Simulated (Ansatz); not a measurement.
# Zn12H2O in Ansatz: reference runs

How does Zn12H2O come out in PBE? The cell is run as given.

All numbers are computed with Ansatz 0.2.0; they aren't measurements. Logs are shortened: lines on timing, memory, paths and dates and some standing lists are left out, and cuts for length are marked.

## Step 1: The cell of the first run

The cell holds a slab with vacuum, 15 atoms: a = 5.330 Å, b = 4.947 Å, c = 23.991 Å, α = 90.00°, β = 90.00°, γ = 90.00°.

## Step 2: Single point, PBE

input.yaml reads:

```yaml
crystal:
  lattice:
    - [5.3295961064, 0.0, 0.0]
    - [0.0, 4.9467, 0.0]
    - [0.0, 0.0, 23.9910265569]
  atoms:
    - { symbol: Zn, position: [0.5, 0.75, 0.3334580111] }
    - { symbol: Zn, position: [0.0, 0.75, 0.3334580111] }
    - { symbol: Zn, position: [0.75, 0.25, 0.3655225389] }
    - { symbol: Zn, position: [0.25, 0.25, 0.3655225389] }
    - { symbol: Zn, position: [0.75, 0.75, 0.4296515943] }
    - { symbol: Zn, position: [0.25, 0.75, 0.4296515943] }
    - { symbol: Zn, position: [0.0, 0.25, 0.4617161221] }
    - { symbol: Zn, position: [0.5, 0.25, 0.4617161221] }
    - { symbol: Zn, position: [0.0, 0.75, 0.5258451776] }
    - { symbol: Zn, position: [0.5, 0.75, 0.5258451776] }
    - { symbol: Zn, position: [0.25, 0.25, 0.5579097053] }
    - { symbol: Zn, position: [0.75, 0.25, 0.5579097053] }
    - { symbol: O, position: [0.75, 0.9166666667, 0.6212667274] }
    - { symbol: H, position: [0.7961619231, 1.0669498859, 0.6465345082] }
    - { symbol: H, position: [0.7038380769, 0.7663834474, 0.6465345082] }
hamiltonian:
  xc: pbe
  pseudopotentials: { kind: paw }
kpoints:
  mp_grid: { grid: [5, 6, 1] }
scf:
  occupations: { method: fermi_dirac, width: 0.05 }
output:
  forces: true
  eigenvalues: true
efield:
  axis: 3
  dipole_correction: true
  ramp_width: 0.04
```

Potentials or basis: Ansatz PAW.

Run with:

```
> ansatz run input.yaml --threads 4 --pin off --max-ram 11264MiB --backend cpu --events-out ev --progress --plain --runs-dir out
```

Log:

```text
Warning: RAYON_NUM_THREADS=4 ignored (pool sized by the plan → 4); use --threads N
Engine: ansatz 0.2.0, aarch64-unknown-linux-gnu
Pseudopotentials: kind: paw
Pseudopotential: Zn, paw, valence charge 12, recommended cutoff 420 eV (normal), Zn.paw.azcp
Pseudopotential: O, paw, valence charge 6, recommended cutoff 420 eV (normal), O.paw.azcp
Pseudopotential: H, paw, valence charge 1, recommended cutoff 420 eV (normal), H.paw.azcp
Functional definition: PBE
  parameter kappa = 0.804
  parameter beta = 0.06672455060314922
  exchange = pbe_x(kappa = kappa, mu = beta*pi^2/3)
  correlation = pbe_c(beta = beta)
Crystal: 15 atoms, lattice volume = 632.497 Å³
Basis set: ecut = 420 eV, 12341 PW (Γ), exchange–correlation on 72×72×324 points (8 copies of the dense FFT grid, shifted against one another)
Bands: 92, of which v1, the nominal top of the filled ones, is band 76 counted from 1 (75 counted from 0)
Symmetry: 1 space group operations
Space group: P1 (ITA 1), of the structure as read, at distance tolerance 8.6e-5 Å
k-points: 16 of 30 (time reversal used)
Non-local potential: Zn, projectors of the file, l = 0: 2, l = 1: 2, l = 2: 3, l = 3: 1
Non-local potential: O, projectors of the file, l = 0: 2, l = 1: 2, l = 2: 1
Non-local potential: H, projectors of the file, l = 0: 2, l = 1: 1
PAW form: soft (Blöchl's): semilocal exchange-correlation on the pseudo side does not see the compensation charge
PAW one-centre angular grid: Zn, 590 points (default); XC on 64 Gauss nodes
PAW one-centre angular grid: O, 110 points (default); XC on 64 Gauss nodes
PAW one-centre angular grid: H, 110 points (default); XC on 64 Gauss nodes
Initial density: superposition of atomic densities (neutral atoms: chi_scale 0, normalization atom), corrected by the library's trained network
Initial wavefunctions: pseudopotential atomic-orbital guess
Functional: x = pbe(κ = 0.804, μ = 0.2195149727645171), c = pbe(β = 0.06672455060314922)
SCF iter   1: F=—  HF=-40424.472135 eV  |F-HF|=—  |Δ(HF+E_count)|=         —  Δρ=1.93e-3  dr2=2.38e-1  ethr=1.77e-3  p=0.244 e·Å  D=6.98e-2 V/Å  ΔV_dip=-1.67 eV  dr2_dipole=7.69e-2  V_vac-E_F(+/−)=2.56/4.24 eV  ⟨swp⟩=12.4  Hψ=8329  notcnv=0  defer=35
efield: sawtooth ramp at fractional position 0.9700 (placed from the atoms, in the widest stretch of the axis that holds none; the zero of the levels goes with the place), width 0.0400; the density the first Hamiltonian is built on has a dipole p = 0.244 e·Å; the dipole correction subtracts the counter field D = 6.98e-2 V/Å, which shifts the + side's vacuum level by -1.67 eV against the − side's; the planar-averaged density in the ramp window peaks in size at 5.1e-6 e/Å³
preconditioner: auto → LDOS  [metal: Δε(μ)=0.036 eV  Ē_g=9.792 eV  σ=0.050 eV  W_gap=0.18  n_scr=104 (ndim 8)  ℏωp=18.2 eV  f_vac=0.615  D(μ)=3.66/eV (n_scr^D=6)  β→1.0]
SCF iter   2: F=—  HF=-40424.465451 eV  |F-HF|=—  |Δ(HF+E_count)|=   6.68e-3  Δρ=1.71e-3  dr2=1.74e-2  ethr=1.57e-4  p=0.255 e·Å  D=7.29e-2 V/Å  ΔV_dip=-1.75 eV  dr2_dipole=2.06e-4  V_vac-E_F(+/−)=2.43/4.18 eV  ⟨swp⟩=2.5  Hψ=3049  notcnv=0  defer=115
SCF iter   3: F=—  HF=-40424.467396 eV  |F-HF|=—  |Δ(HF+E_count)|=   1.95e-3  Δρ=1.82e-3  dr2=1.48e-2  ethr=1.14e-5  p=0.264 e·Å  D=7.54e-2 V/Å  ΔV_dip=-1.81 eV  dr2_dipole=6.99e-4  V_vac-E_F(+/−)=2.38/4.19 eV  ⟨swp⟩=2.1  Hψ=2716  notcnv=0  defer=115
SCF iter   4: F=—  HF=-40424.461554 eV  |F-HF|=—  |Δ(HF+E_count)|=   5.84e-3  Δρ=5.11e-4  dr2=1.66e-3  ethr=9.76e-6  p=0.262 e·Å  D=7.51e-2 V/Å  ΔV_dip=-1.80 eV  dr2_dipole=2.14e-4  V_vac-E_F(+/−)=2.38/4.18 eV  ⟨swp⟩=2.0  Hψ=2775  notcnv=0  defer=115
SCF iter   5: F=—  HF=-40424.461035 eV  |F-HF|=—  |Δ(HF+E_count)|=   5.19e-4  Δρ=6.30e-5  dr2=5.38e-5  ethr=1.09e-6  p=0.261 e·Å  D=7.48e-2 V/Å  ΔV_dip=-1.79 eV  dr2_dipole=8.01e-6  V_vac-E_F(+/−)=2.39/4.18 eV  ⟨swp⟩=2.0  Hψ=2835  notcnv=0  defer=113
SCF iter   6: F=—  HF=-40424.461162 eV  |F-HF|=—  |Δ(HF+E_count)|=   1.27e-4  Δρ=2.92e-5  dr2=6.32e-6  ethr=3.54e-8  p=0.261 e·Å  D=7.48e-2 V/Å  ΔV_dip=-1.79 eV  dr2_dipole=2.17e-7  V_vac-E_F(+/−)=2.39/4.18 eV  ⟨swp⟩=2.1  Hψ=2615  notcnv=0  defer=113
SCF iter   7: F=—  HF=-40424.461164 eV  |F-HF|=—  |Δ(HF+E_count)|=   2.44e-6  Δρ=1.61e-5  dr2=1.12e-6  ethr=4.16e-9  p=0.261 e·Å  D=7.47e-2 V/Å  ΔV_dip=-1.79 eV  dr2_dipole=1.92e-9  V_vac-E_F(+/−)=2.39/4.18 eV  ⟨swp⟩=2.0  Hψ=2587  notcnv=0  defer=113
SCF iter   8: F=—  HF=-40424.461164 eV  |F-HF|=—  |Δ(HF+E_count)|=   1.55e-7  Δρ=6.11e-6  dr2=1.85e-7  ethr=7.40e-10  p=0.261 e·Å  D=7.47e-2 V/Å  ΔV_dip=-1.79 eV  dr2_dipole=2.21e-9  V_vac-E_F(+/−)=2.39/4.18 eV  ⟨swp⟩=2.0  Hψ=2545  notcnv=0  defer=113
SCF iter   9: F=-40424.461165 eV  HF=-40424.461165 eV  |F-HF|=6.73e-8  |Δ(HF+E_count)|=   1.67e-7  Δρ=1.50e-6  dr2=1.19e-8  ethr=6.58e-11  p=0.261 e·Å  D=7.47e-2 V/Å  ΔV_dip=-1.79 eV  dr2_dipole=1.11e-10  V_vac-E_F(+/−)=2.39/4.18 eV  ⟨swp⟩=16.8  Hψ=8366  notcnv=0
SCF 1 converged in 9 iterations: F = -40424.461165 eV  dr2 = 1.19e-8
SCF converged after 9 iterations
Free energy (F): -40424.461165 eV
Harris-Foulkes:  -40424.461165 eV  (|F-HF|=6.73e-8)
Internal energy: -40424.431184 eV  (E = F + TS)
E sigma→0 (E₀):  -40424.446174 eV
Entropy (-TS):   -0.029981 eV (-1.999 meV/atom)
Fermi energy:    1.062762 eV
Dipole field:    D = 0.074660 V/Å  (p = 0.260968 e·Å, saw-weighted, corrected)
Work function:   Φ+ = 2.3926 eV   Φ− = 4.1838 eV
Levels:          The Fermi level and band energies are counted from a zero that moves with the ramp; work functions are not
--- Per-component energies (eV) ---
  E_band       = -895.703990
  E_kinetic    = 1767.426998
  E_local      = -171833.873463  (includes V_loc(G=0)·N_el)
  E_nonlocal   = 7384.279198
  E_hartree    = 83630.975010
  E_xc         = -1735.948716
  E_vxc        = -736.897440  (∫ρ·V_xc dr)
  E_paw        = -22062.517249  (= ΣΔE_a)
  E_vpaw       = -4748.064717  (= ΣTr[D̂ρ^β])
  E_aug_tail   = -0.004428  (compensation charges beyond the density's cutoff)
  E_efield     = 0.009742  (sawtooth field / dipole correction)
  E_vefield    = 9.477417  (∫n·V_field dr)
  E_ewald      = 62425.221723
  E_smearing   = -0.029981  (= −TS)
  E_closure    = -0.000000  (closes the sum)
  Σ components = -40424.461165   (vs F -40424.461165, Δ=0.00e0)
--- Forces (eV/Å), atoms counted from 1 ---
  atom   1  Zn     0.04447352     0.00651832     0.06080005
  atom   2  Zn    -0.04588597    -0.00327821     0.07628075
  atom   3  Zn    -0.01136624    -0.02197321    -0.43508179
  atom   4  Zn     0.01083694     0.02186511    -0.48480637
  atom   5  Zn     0.00638044    -0.02799650     0.28339450
  atom   6  Zn    -0.01086405    -0.03643879     0.16769428
  atom   7  Zn    -0.02889870    -0.02031801    -0.22160966
  atom   8  Zn     0.02073249    -0.03771777    -0.16925192
  atom   9  Zn     0.19777527    -0.11929443     0.20669656
  atom  10  Zn    -0.23929066    -0.15768950     0.10982383
  atom  11  Zn    -0.03909052     0.13528975    -0.15748484
  atom  12  Zn    -0.08793460     0.73665861    -0.87334820
  atom  13  O      0.21631153    -0.18843220     1.88320036
  atom  14  H      0.04293556    -0.36357395    -0.04170013
  atom  15  H     -0.07611314     0.07638755    -0.40461512
  max |Σ_I F_I| component: 7.70e-6 eV/Å
--- Band table (eV; the first three rows and the last of 16) ---
  k-point 0: bands = ["-21.8733", "-9.8248", "-8.6229", "-7.5267", "-7.1822", "-7.0345", "-7.0003", "-6.9958", "-6.9842", "-6.8954", "-6.8873", "-6.8426", "-6.8333", "-6.8198", "-6.7888", "-6.7407", "-6.5830", "-6.5609", "-6.5002", "-6.4703", "-6.4538", "-6.4465", "-6.4000", "-6.3828", "-6.3622", "-6.3513", "-6.3326", "-6.3060", "-6.2942", "-6.2895", "-6.2832", "-6.2735", "-6.2683", "-6.2615", "-6.2534", "-6.2272", "-6.1657", "-6.1386", "-6.0897", "-6.0880", "-6.0569", "-6.0543", "-6.0254", "-5.9983", "-5.9900", "-5.9774", "-5.9530", "-5.9490", "-5.9270", "-5.9056", "-5.8783", "-5.8626", "-5.8574", "-5.8497", "-5.8298", "-5.8136", "-5.7432", "-5.7178", "-5.7075", "-5.6958", "-5.6883", "-5.6743", "-5.6738", "-5.6472", "-5.4226", "-4.1176", "-3.2836", "-2.4211", "-2.4186", "-1.6248", "-1.4899", "-0.7773", "-0.7101", "-0.6194", "0.1266", "0.4201", "1.6243", "1.7775", "1.8896", "2.8219", "2.8269", "3.0785", "3.2305", "3.2346", "3.9379", "4.2638", "4.2959", "4.6384", "4.9609", "4.9865", "5.1136", "5.1938"]
  k-point 1: bands = ["-21.8724", "-9.8433", "-8.4619", "-7.4741", "-7.1745", "-7.0266", "-7.0085", "-6.9911", "-6.9820", "-6.9369", "-6.9319", "-6.8555", "-6.7891", "-6.7718", "-6.7652", "-6.7304", "-6.6075", "-6.5796", "-6.5232", "-6.5072", "-6.4898", "-6.4750", "-6.4651", "-6.4459", "-6.4241", "-6.4013", "-6.3667", "-6.2984", "-6.2865", "-6.2837", "-6.2594", "-6.2413", "-6.2186", "-6.2044", "-6.1997", "-6.1949", "-6.1688", "-6.0839", "-6.0652", "-6.0359", "-6.0204", "-6.0153", "-6.0141", "-6.0058", "-5.9792", "-5.9606", "-5.9358", "-5.9254", "-5.9107", "-5.9042", "-5.8806", "-5.8691", "-5.8647", "-5.8313", "-5.8215", "-5.8102", "-5.7640", "-5.7119", "-5.7108", "-5.7003", "-5.6823", "-5.6775", "-5.6659", "-5.6343", "-5.4182", "-4.1184", "-3.4726", "-3.1754", "-2.2733", "-2.2690", "-1.5730", "-0.6586", "-0.6010", "-0.4958", "0.6778", "1.1419", "1.4321", "1.4570", "1.8698", "2.3240", "2.4398", "2.4985", "3.0322", "3.6866", "3.7213", "4.0471", "4.6623", "4.7901", "4.9589", "5.0299", "5.3426", "5.6316"]
  k-point 2: bands = ["-21.8707", "-9.8790", "-8.0184", "-7.3842", "-7.1827", "-7.0389", "-6.9945", "-6.9894", "-6.9764", "-6.9358", "-6.9219", "-6.8723", "-6.7894", "-6.7639", "-6.7441", "-6.7321", "-6.6964", "-6.6468", "-6.6286", "-6.5779", "-6.5585", "-6.5429", "-6.4554", "-6.4502", "-6.4393", "-6.4228", "-6.4017", "-6.2999", "-6.2768", "-6.2662", "-6.2548", "-6.2276", "-6.1644", "-6.1384", "-6.1361", "-6.1083", "-6.0915", "-6.0680", "-6.0546", "-6.0021", "-5.9998", "-5.9788", "-5.9714", "-5.9576", "-5.9532", "-5.9438", "-5.9273", "-5.9207", "-5.9075", "-5.8846", "-5.8693", "-5.8225", "-5.8205", "-5.8147", "-5.8002", "-5.7893", "-5.7815", "-5.7538", "-5.7005", "-5.6817", "-5.6805", "-5.6682", "-5.6414", "-5.6130", "-5.3294", "-4.8513", "-4.1106", "-3.5131", "-2.3453", "-1.8192", "-1.8025", "-0.6573", "-0.3464", "-0.3358", "0.1324", "0.2733", "0.3660", "1.7070", "2.1280", "2.1887", "2.8331", "2.9628", "3.0669", "3.4181", "4.1632", "4.4155", "4.4731", "4.5953", "4.7862", "5.3188", "5.6659", "5.8238"]
  k-point 15: bands = ["-21.8719", "-9.8403", "-7.7235", "-7.3372", "-7.0503", "-6.8730", "-6.8562", "-6.8187", "-6.8065", "-6.7961", "-6.7687", "-6.7228", "-6.6852", "-6.6696", "-6.6276", "-6.5886", "-6.5788", "-6.5216", "-6.5110", "-6.4915", "-6.4842", "-6.4687", "-6.4370", "-6.4213", "-6.3764", "-6.3598", "-6.3398", "-6.3163", "-6.3082", "-6.2940", "-6.2678", "-6.2599", "-6.2333", "-6.2244", "-6.2068", "-6.1914", "-6.1875", "-6.1687", "-6.1615", "-6.1434", "-6.1164", "-6.1002", "-6.0889", "-6.0606", "-6.0361", "-6.0152", "-6.0016", "-5.9944", "-5.9758", "-5.9566", "-5.9516", "-5.9332", "-5.9277", "-5.9115", "-5.9072", "-5.8937", "-5.8817", "-5.8225", "-5.8035", "-5.7978", "-5.7941", "-5.7756", "-5.7679", "-5.7384", "-5.5547", "-4.9700", "-4.2464", "-3.8155", "-2.6136", "-2.3580", "-1.6035", "-1.4134", "-0.7270", "0.2802", "0.4121", "1.4517", "1.6065", "2.0409", "2.5303", "2.7108", "2.9274", "3.3233", "3.4286", "3.6876", "3.9782", "4.4149", "4.8420", "4.9300", "5.0220", "5.6030", "5.7393", "5.9084"]
```

Wall time 24 s (4 threads of Arm Neoverse V2, shared host); peak memory 1.7 GiB.

What came out:

```
Free energy                     : -40424.4612 eV
Largest force                   : 1.905 eV/Å
Band gap on the k mesh          : none (metal or under the smearing width)
Work function of the upper face : 2.39 eV
Work function of the lower face : 4.18 eV
Dipole across the slab          : 0.261 e·Å
```

Forces on the atoms (eV/Å):
```
Zn   0.044  0.007  0.061
Zn  -0.046 -0.003  0.076
Zn  -0.011 -0.022 -0.435
Zn   0.011  0.022 -0.485
Zn   0.006 -0.028  0.283
Zn  -0.011 -0.036  0.168
Zn  -0.029 -0.020 -0.222
Zn   0.021 -0.038 -0.169
Zn   0.198 -0.119  0.207
Zn  -0.239 -0.158  0.110
Zn  -0.039  0.135 -0.157
Zn  -0.088  0.737 -0.873
O    0.216 -0.188  1.883
H    0.043 -0.364 -0.042
H   -0.076  0.076 -0.405
```

Levels at points of the mesh, in eV from the Fermi level:
| k point | band 73 | band 74 | band 75 | band 76 | band 77 | band 78 | band 79 | band 80 |
| --- | --- | --- | --- | --- | --- | --- | --- | --- |
| (0.00, 0.00, 0.00) | -1.77 | -1.68 | -0.94 | -0.64 | 0.56 | 0.71 | 0.83 | 1.76 |
| (0.00, -0.50, 0.00) | -1.90 | -1.87 | -0.97 | -0.93 | -0.24 | -0.04 | 0.57 | 0.65 |
